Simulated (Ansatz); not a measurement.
LaMnIn:

```
La In Mn
1.0
     4.59334    0.00000    0.00000
    -2.29667    3.97795    0.00000
     0.00000    0.00000    4.09656
La In Mn
1 1 1
Direct
  0.00000 0.00000 0.00000
  0.33333 0.66667 0.50000
  0.66667 0.33333 0.50000
```

The cell comes from a database or a generator and needn't be the stable form of this composition.

Base run:

```yaml
Program: Ansatz 0.2.0
Functional: PBE
Potentials_or_basis: Ansatz PAW
Cutoff: "420 eV (not typed: the program's choice for these potentials)"
k_mesh: 6 × 6 × 6
Occupations: fermi-dirac, width 0.05 eV
Spin: collinear spin, ferromagnetic start
Starting_moments: "[0.0, 0.0, 3.0] μB"
Fixed_moment: 3 μB
```

Its results: pressure 4.8 GPa; site moments La -0.22; In -0.06; Mn +3.51 μB.

Question: The run is repeated on the same cell with these changes: fixed moment from 3 μB to 6 μB; moments at the start from [0.0, 0.0, 3.0] to [0.0, 0.0, 6.0]. What comes out?

Answer: Pressure 8.5 GPa; site moments La +0.45; In +0.09; Mn +4.09 μB.

Caveats: the total moment is fixed, so each spin has its own Fermi level; the thresholds are loose for stress.
